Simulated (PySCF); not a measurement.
# [RuS2]-: sextet, from a linear start

The task is one start of a wider search on [RuS2]-: the sextet, from a linear start. It is relaxed, tested by its Hessian and followed downhill if it is a saddle.

The runs use PySCF 2.14.0; PBE, basis Ru def2-SVPD with ECP28, S def2-SVPD, scalar-relativistic core potentials, no spin–orbit coupling, density fitting.

### Step 1. The starting structure

3 atoms, charge -1, spin multiplicity 6.

Bond lengths: Ru1–S2 2.080 Å, Ru1–S3 2.080 Å. Angles: S2–Ru1–S3 180.0°.

Z-matrix (Å, degrees; charge -1 multiplicity 6):
```
Ru
S  1 2.0800
S  1 2.0800 2 180.00
```

### Step 2. Relaxation: linear start, sextet

The steps below are one call of a driver around PySCF. For each, scf.py gives the equivalent set-up of the SCF; relaxations use the driver's own optimiser. Before each start the driver seeks the lowest SCF state from one or more starting densities and follows internal instabilities, so scf.py alone need not reach the same state.

The program finds D∞h symmetry in the start, which this walk keeps. Threshold on the gradient: 0.0003 Eh/bohr, with a further test on the energy change.

scf.py reads:

```python
from pyscf import gto, scf, dft
mol = gto.M(atom='''
Ru     0.000000     0.000000     0.000000
S      0.000000     0.000000     2.080000
S      0.000000     0.000000    -2.080000''',
    basis={'Ru': 'def2-SVPD', 'S': 'def2-SVPD'},
    ecp={'Ru': 'def2-SVPD'},
    charge=-1, spin=5)
mf = dft.UKS(mol, xc='PBE')
mf.grids.atom_grid = (50, 194)
aux = {'Ru': 'def2-universal-JKFIT', 'S': 'def2-universal-JKFIT'}
mf = mf.density_fit(auxbasis=aux)
mf.kernel()
```

Steps of the walk:

| step | energy (Eh) | change (kJ/mol) | largest symmetric gradient (Eh/bohr) |
| --- | --- | --- | --- |
| 0 | -890.760438 | 0.00 | 0.08460 |
| 1 | -890.783844 | -61.45 | 0.01313 |
| 2 | -890.784206 | -62.40 | 0.00998 |
| 3 | -890.784349 | -62.78 | 0.00939 |
| 4 | -890.784517 | -63.22 | 0.00751 |
| 5 | -890.784690 | -63.68 | 0.00496 |
| 6 | -890.784814 | -64.00 | 0.00153 |
| 7 | -890.784827 | -64.03 | 0.00004 |

The walk needed 96 s of wall time on 4 threads, shared host.

Positions (Å) and forces (eV/Å) along the way:

```
step 0
Ru   0.000   0.000   0.000   0.000   0.000   0.000
S    0.000   0.000   2.080   0.000   0.000   4.350
S    0.000   0.000  -2.080   0.000   0.000  -4.351
step 1
Ru   0.000   0.000   0.000   0.000   0.000   0.000
S    0.000   0.000   2.217   0.000   0.000   0.675
S    0.000   0.000  -2.217   0.000   0.000  -0.675
step 4
Ru   0.000   0.000   0.000  -0.003   0.000   0.000
S    0.000   0.000   2.233   0.001   0.000   0.386
S    0.000   0.000  -2.233   0.001   0.000  -0.386
step 7
Ru   0.000   0.000   0.000   0.005   0.007   0.000
S    0.000   0.000   2.255  -0.002  -0.004   0.002
S    0.000   0.000  -2.255  -0.002  -0.004  -0.002
```

After 7 steps and 64.0 kJ/mol it ends at D∞h: Ru–S 2.255 Å (×2); S–Ru–S 180.0°.

### Step 3. Hessian and properties

On the finer grid the gradient is checked again; gradients at displacements of ±0.01 bohr then give force constants and infrared intensities.

Edit scf.py of step 2 so:

```diff
@@ -4,2 +4,2 @@
-S      0.000000     0.000000     2.080000
-S      0.000000     0.000000    -2.080000''',
+S     -0.000000     0.000000     2.255314
+S      0.000000     0.000000    -2.255314''',
@@ -10 +10 @@
-mf.grids.atom_grid = (50, 194)
+mf.grids.atom_grid = (75, 302)
```

This SCF starts from the last density.

SCF at the final geometry:

```text
init E= -890.784837608405
[... the frontier-level lines of each cycle are left out ...]
cycle= 1 E= -890.784837608387  delta_E= 1.8e-11  |g|= 9.53e-06  |ddm|= 9.63e-05
Extra cycle  E= -890.784837595685  delta_E= 1.27e-08  |g|= 0.00014  |ddm|= 0.000502
SCF not converged.
init E= -890.784837608405
cycle= 1 E= -890.784837608423  delta_E= -1.77e-11  |g|= 2.14e-06  |ddm|= 1.09e-05
Extra cycle  E= -890.784837607576  delta_E= 8.46e-10  |g|= 3.69e-05  |ddm|= 0.000164
converged SCF energy = -890.784837607576  <S^2> = 8.7574957  2S+1 = 6.0024981
```

The whole step took 50 s.

Geometry: D∞h; Ru–S 2.255 Å (×2); S–Ru–S 180.0°.

Wavenumbers (cm⁻¹): 817i, 817i, 371, 410. These are not to be trusted: the point is only loosely found or the SCF state changes between the displacements.

### Step 4. Leaving the saddle point

The atoms are moved a little along the softest imaginary mode and relaxed again.

The program finds C2v symmetry in the start, which this walk keeps. Threshold on the gradient: 0.0003 Eh/bohr, with a further test on the energy change.

Edit scf.py of step 3 so:

```diff
@@ -3,3 +3,3 @@
-Ru     0.000000     0.000000     0.000000
-S     -0.000000     0.000000     2.255314
-S      0.000000     0.000000    -2.255314''',
+Ru    -0.053244    -0.053244     0.000000
+S      0.084853     0.084853     2.255318
+S      0.084853     0.084853    -2.255318''',
@@ -10 +10 @@
-mf.grids.atom_grid = (75, 302)
+mf.grids.atom_grid = (50, 194)
```

The optimiser's trace:

| step | energy (Eh) | change (kJ/mol) | largest symmetric gradient (Eh/bohr) |
| --- | --- | --- | --- |
| 0 | -890.789454 | 0.00 | 0.01017 |
| 1 | -890.794089 | -12.17 | 0.00867 |
| 2 | -890.799806 | -27.18 | 0.01727 |
| 3 | -890.801729 | -32.23 | 0.00861 |
| 4 | -890.802765 | -34.95 | 0.00045 |
| 5 | -890.802767 | -34.95 | 0.00030 |

The walk took 34 s.

Positions (Å) and forces (eV/Å) along the way:

```
step 0
Ru  -0.053  -0.053   0.000  -0.523  -0.523   0.000
S    0.085   0.085   2.255   0.262   0.262  -0.210
S    0.085   0.085  -2.255   0.262   0.262   0.210
step 1
Ru  -0.130  -0.130   0.000  -0.446  -0.446   0.000
S    0.123   0.123   2.232   0.223   0.223  -0.302
S    0.123   0.123  -2.232   0.223   0.223   0.302
step 3
Ru  -0.322  -0.322   0.000   0.069   0.069   0.002
S    0.219   0.219   2.118  -0.035  -0.035  -0.443
S    0.219   0.219  -2.118  -0.034  -0.034   0.442
step 5
Ru  -0.372  -0.372   0.000  -0.015  -0.015  -0.002
S    0.244   0.244   2.040   0.008   0.008   0.016
S    0.244   0.244  -2.040   0.007   0.007  -0.014
```

It settles in C2v symmetry, 35.0 kJ/mol below the start, after 5 steps: Ru–S 2.219 Å (×2); S–Ru–S 133.7°.

### Step 5. Is it a minimum? Harmonic modes

As before: finer grid, then central differences.

Edit scf.py of step 4 so:

```diff
@@ -3,3 +3,3 @@
-Ru    -0.053244    -0.053244     0.000000
-S      0.084853     0.084853     2.255318
-S      0.084853     0.084853    -2.255318''',
+Ru    -0.237456    -0.237456     0.000000
+S      0.378571     0.378571     2.041827
+S      0.378571     0.378571    -2.041827''',
@@ -10 +10 @@
-mf.grids.atom_grid = (50, 194)
+mf.grids.atom_grid = (75, 302)
```

Log of the central SCF (cycles and frontier levels):

```text
init E= -890.802699835025
[... the frontier-level lines of each cycle are left out ...]
cycle= 1 E= -890.802699760094  delta_E= 7.49e-08  |g|= 0.000374  |ddm|= 0.000379
cycle= 2 E= -890.802694438021  delta_E= 5.32e-06  |g|= 0.00315  |ddm|= 0.00318
cycle= 3 E= -890.802699835158  delta_E= -5.4e-06  |g|= 3.42e-05  |ddm|= 0.00284
cycle= 4 E= -890.802699836087  delta_E= -9.29e-10  |g|= 5.95e-06  |ddm|= 5.23e-05
cycle= 5 E= -890.802699836113  delta_E= -2.59e-11  |g|= 5.14e-07  |ddm|= 8.83e-06
Extra cycle  E= -890.802699836105  delta_E= 8.19e-12  |g|= 4.18e-06  |ddm|= 4.21e-06
converged SCF energy = -890.802699836105  <S^2> = 8.7591892  2S+1 = 6.0030623
```

The whole step took 29 s.

Geometry: C2v; Ru–S 2.220 Å (×2); S–Ru–S 133.8°.

Modes, for the most abundant isotopes:

```tsv
symmetry	ω (cm⁻¹)	IR (km/mol)	μ (u)	type
a1	108	2.1	39.48	bend
a1	400	7.8	34.55	stretch
b2	412	79.7	41.96	stretch
```

All wavenumbers are real: a minimum.

Properties at this point:

- Dipole moment about the centre of mass: 2.96 D
- Highest occupied level: 0.20 eV
- Lowest empty level: -0.12 eV
- Rotational constants: 0.5653, 0.06324, 0.05687 cm⁻¹
- Zero-point energy: 5.5 kJ/mol
- Principal polarisabilities: 77.7, 94.0, 198.6 bohr³
- Principal traceless quadrupole moments about the centre of mass: -24.97, 10.39, 14.58 D Å
- Entropy at 298.15 K and 1 bar (electronic part: spin only): 313.0 J/(mol K)
- Heat capacity Cp at 298.15 K: 53.6 J/(mol K)
- Enthalpy at 298.15 K above 0 K: 13.40 kJ/mol
- Rotational symmetry number: 2
- Spin squared ⟨S²⟩: 8.759

Charges (e) and bond orders:

```
atom  Mulliken  Löwdin  polar tensor  spin (Mulliken)  Mayer order to Ru1
 Ru1      0.45   -0.29          0.39             3.54                   –
S2,3     -0.72   -0.35         -0.70             0.73                1.55
```

Outer orbital energies (eV). α occupied: -3.13, -3.07, -2.15, -1.60, -1.58, -1.03, -0.38, 0.20; empty: 2.45, 3.45, 3.77, 3.81. β occupied: -11.23, -10.88, -3.32, -2.70, -2.27, -1.70, -1.49, -1.15; empty: -0.12, -0.02, 0.43, 0.98.

Mulliken populations on Ru1 (outside its core potential): s 2.56, p 6.30, d 6.68, f 0.01.

### Step 6. Summary of results

| quantity | value |
| --- | --- |
| minimum | sextet, C2v |
| geometry | Ru–S 2.220 Å (×2); S–Ru–S 133.8° |
| wavenumbers (cm⁻¹) | 108 (a1), 400 (a1), 412 (b2) |
| dipole moment (centre of mass) | 2.96 D |
| highest occupied, lowest empty level (either spin) | 0.20, -0.12 eV |
| polar-tensor charge of Ru1 | +0.39 e |
| zero-point energy | 5.5 kJ/mol |
| entropy at 298.15 K | 313.0 J/(mol K) |
| ⟨S²⟩ | 8.759 |

What this shows: The linear start (D∞h) ends in a minimum of C2v symmetry. An empty level of one spin lies below a filled level of the other, which hints that a lower spin is more stable. The strongest infrared band lies at 412 cm⁻¹ (b2, stretch). Most of the spin sits on Ru1 (Mulliken spin 3.54, against 5 for the whole molecule). Other starts or spin states, not run here, may lie lower. A highest occupied level above zero is common for anions with such functionals; it warns that the extra electron is poorly described. One determinant may miss the lowest occupation of an open d or f shell.

The search up to here needed 3.7 min of wall time on 4 threads, shared host.
